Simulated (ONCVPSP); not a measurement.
# An ONCV potential for Cl, from input to tests

Aim: build the potential from the settings below, then test how well it stands in for the atom: other configurations, scattering, ghost states and the plane-wave cutoff that it needs.

The numbers are computed with ONCVPSP 4.0.1 (PBE, scalar-relativistic, spin-unpolarised reference atom).

### Step 1. Starting point

The settings as typed:

| Quantity | Value |
| --- | --- |
| element | chlorine (Cl, Z = 17) |
| type | optimised norm-conserving Vanderbilt (ONCV) |
| frozen core | [Ne] |
| valence charge | 7 |
| reference configuration | 3s2 3p5 |
| partial waves | 3s: rc 1.35 bohr, ncon 4, nbas 7, qcut 3.8 1/bohr, 2 projectors, debl 2.5 Ha; 3p: rc 1.20 bohr, ncon 5, nbas 8, qcut 6.6 1/bohr, 2 projectors, debl 2.7 Ha; d scattering state at 0.14 Ha: rc 1.30 bohr, ncon 4, nbas 8, qcut 6.6 1/bohr, 1 projector |
| local potential | polynomial inside 0.95 bohr (lpopt 2, dvloc0 3 Ha) |
| core correction | polynomial model core, fcfact 0.3 |

The outer shells as boxes (Hund's rule for the drawing; the calculation is spin-unpolarised):

```
[Ne] core
3s [↑↓]
3p [↑↓][↑↓][↑ ]
```

An earlier all-electron run gives the scale for the radii.

All-electron outer shells of the reference configuration (PBE, scalar-relativistic, ld1.x):

| shell | level (eV) | outermost node (bohr) | outermost maximum (bohr) |
| --- | --- | --- | --- |
| 2s | -252.70 | 0.12 | 0.36 |
| 2p | -191.63 | – | 0.30 |
| 3s | -20.69 | 0.55 | 1.29 |
| 3p | -8.59 | 0.53 | 1.43 |

### Step 2. Generating the potential

Contents of Cl.dat:

```
# ATOM AND REFERENCE CONFIGURATION
# atsym  z   nc   nv     iexc    psfile
  Cl 17.00    3    2        4      upf
#
#   n    l    f
    1    0    2.00
    2    0    2.00
    2    1    6.00
    3    0    2.00
    3    1    5.00
#
# PSEUDOPOTENTIAL AND OPTIMIZATION
# lmax
    2
#
#   l,   rc,      ep,       ncon, nbas, qcut
    0    1.35    0.00    4    7    3.80
    1    1.20    0.00    5    8    6.60
    2    1.30    0.14    4    8    6.60
#
# LOCAL POTENTIAL
# lloc, lpopt,  rc(5),   dvloc0
    4    2    0.95    3.00
#
# VANDERBILT-KLEINMAN-BYLANDER PROJECTORs
# l, nproj, debl
    0    2    2.50
    1    2    2.70
    2    1    0.70
#
# MODEL CORE CHARGE
# icmod, fcfact, rcfact
    1    0.30    0.00
#
# LOG DERIVATIVE ANALYSIS
# epsh1, epsh2, depsh
   -2.00    5.00    0.02
#
# OUTPUT GRID
# rlmax, drl
    6.00    0.01
#
# TEST CONFIGURATIONS
# ncnf
    4
# nvcnf
#   n    l    f
    2
    3    0    2.00
    3    1    4.00
#
    2
    3    0    2.00
    3    1    3.00
#
    2
    3    0    2.00
    3    1    2.00
#
    2
    3    0    2.00
    3    1    1.00
#
```

Started as:

```
oncvpsp.x < Cl.dat > Cl.out
```

Before running it: what results should come out? Wanted: cutoffs for 1 and 0.1 mHa per electron, occupied waves; bound ghosts; GHOST(+) flags; largest test error; largest phase difference near zero energy, channels read; rms error of d²Exc/dn², without and with the model core.

**Answer**, as computed:

| quantity | value |
| --- | --- |
| cutoffs for 1 and 0.1 mHa per electron, occupied waves | 60 Ha and 126 Ha |
| bound ghosts | p at -3538.01 eV |
| GHOST(+) flags | p at 1686 eV |
| largest test error (AE − PS) | +138 meV, for 3s2 3p1 |
| largest phase difference near zero energy, channels read | 0.001 rad |
| rms error of d²Exc/dn², without and with the model core | 1.52 and 0.21 mHa |

In words: A bound ghost (p) makes it unfit for use: electrons can fall into a state that the atom doesn't have. By total energies transferability is fair for so large an energy: the largest error is 138 meV on 129.9 eV, for 3s2 3p1. That test lies far up in energy; among those under 40 eV, nearer to bonding, the largest error is 11 meV. It counts as hard, with 60 Ha needed at the looser tolerance. Near zero energy the phases of the channels with partial waves agree within 0.001 rad. The program also flags highly localised states, GHOST(+) (p). These are tests on the free atom; a crystal test is still owed.
